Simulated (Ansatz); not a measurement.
# Si3H8O2: a ladder of functionals and wavefunction methods

The task here is to estimate one member of a computed series from the others.

Computed with Ansatz 0.2.0, Gaussian basis. Level: functionals in def2-TZVPP, the program's frozen cores in correlated methods.

The runs, in order: LDA (SPW92), PBE-D4, revPBE-D4, BLYP-D4, r2SCAN-D4, B97M-V, PBE0-D4, B3LYP-D4, r2SCANh-D4, r2SCAN0-D4, HSE06-D4, BHLYP-D4, CAM-B3LYP-D4, LC-ωPBE, ωB97X-V, ωB97M-V, B2PLYP, PBE-QIDH; CCSD(T)/def2-SVP; CCSD(T)/def2-TZVPP; MP2/def2-QZVPP; extrapolation to the limit; RPA on PBE.

## Structure used throughout

All runs share one geometry, relaxed beforehand with PBE0-D4 in a triple-zeta def2 set.

13 atoms, charge 0, spin multiplicity 1.

Atoms are counted from 1 here; the program's logs count them from 0.

Bond lengths: O1–Si2 1.655 Å, O1–H6 0.959 Å, Si2–Si3 2.355 Å, Si2–H7 1.485 Å, Si2–H8 1.493 Å, Si3–O4 1.650 Å, Si3–H9 1.490 Å, Si3–H10 1.488 Å, O4–Si5 1.630 Å, Si5–H11 1.494 Å, Si5–H12 1.481 Å, Si5–H13 1.485 Å. Angles: Si2–O1–H6 116.9°, O1–Si2–Si3 111.1°, O1–Si2–H7 106.1°, O1–Si2–H8 111.1°, Si3–Si2–H7 110.7°, Si3–Si2–H8 109.4°, H7–Si2–H8 108.5°, Si2–Si3–O4 109.6°, Si2–Si3–H9 111.0°, Si2–Si3–H10 111.5°, O4–Si3–H9 108.9°, O4–Si3–H10 107.7°, H9–Si3–H10 108.1°, Si3–O4–Si5 143.9°, O4–Si5–H11 109.8°, O4–Si5–H12 109.0°, O4–Si5–H13 110.9°, H11–Si5–H12 108.7° and more.

Set-up of the first run:

File in.yaml:

```yaml
crystal:
  periodic: [false, false, false]
  atoms:
    - {symbol: O, position_ang: [-2.115489, 0.678987, 0.535029]}
    - {symbol: Si, position_ang: [-1.157528, -0.203166, 1.556716]}
    - {symbol: Si, position_ang: [1.120473, 0.062192, 1.021089]}
    - {symbol: O, position_ang: [1.353321, -0.256872, -0.580546]}
    - {symbol: Si, position_ang: [0.730666, -0.040108, -2.070976]}
    - {symbol: H, position_ang: [-2.093801, 0.440654, -0.393877]}
    - {symbol: H, position_ang: [-1.437005, 0.305113, 2.924048]}
    - {symbol: H, position_ang: [-1.511537, -1.653066, 1.508991]}
    - {symbol: H, position_ang: [1.577508, 1.451333, 1.307328]}
    - {symbol: H, position_ang: [1.976507, -0.875043, 1.797301]}
    - {symbol: H, position_ang: [-0.747375, -0.255819, -2.039454]}
    - {symbol: H, position_ang: [1.336272, -1.027855, -2.993977]}
    - {symbol: H, position_ang: [0.988486, 1.338952, -2.556673]}
basis:
  gaussian: {orbitals: def2-TZVPP}
hamiltonian: {xc: lda}
output: {orbitals: {seedname: orbitals}}
```

Among the steps run: LDA; PBE-D4 (GGA); revPBE-D4 (GGA); BLYP-D4 (GGA); r2SCAN-D4 (meta-GGA); B97M-V (meta-GGA); PBE0-D4 (hybrid); B3LYP-D4 (hybrid); r2SCANh-D4 (hybrid); r2SCAN0-D4 (hybrid); HSE06-D4 (hybrid); BHLYP-D4 (hybrid); CAM-B3LYP-D4 (range-separated); LC-ωPBE (range-separated); ωB97X-V (range-separated); ωB97M-V (range-separated); B2PLYP (double hybrid); PBE-QIDH (double hybrid).

One of the session's tables, all rows but one given; the rest of the session is left out.

It belongs to the step «Frontier levels by functional». 

```
  functional  HOMO (eV)  gap (eV)
 LDA (SPW92)      -6.42      4.35
      PBE-D4      -6.34      4.55
   revPBE-D4      -6.30      4.64
     BLYP-D4      -6.24      4.62
   r2SCAN-D4          ?         ?
      B97M-V      -6.77      5.04
     PBE0-D4      -7.57      6.63
    B3LYP-D4      -7.39      6.28
  r2SCANh-D4      -7.07      5.87
  r2SCAN0-D4      -7.76      6.98
    HSE06-D4      -7.18      5.86
    BHLYP-D4      -8.73      8.72
CAM-B3LYP-D4      -8.89      8.99
     LC-ωPBE     -10.17     11.41
     ωB97X-V      -9.86     10.95
     ωB97M-V      -9.66     10.45
```

Q: Estimate the row for r2SCAN-D4 from the others.

Worked estimate for «HOMO (eV)». Against the share of exact exchange, r2SCANh-D4 (0.1, -7.07), r2SCAN0-D4 (0.25, -7.76) give a slope of -4.60 per unit share; at 0 the line stands at -6.61.

As computed: HOMO (eV): -6.62; gap (eV): 5.12. In «HOMO (eV)» the line misses by +0.01.
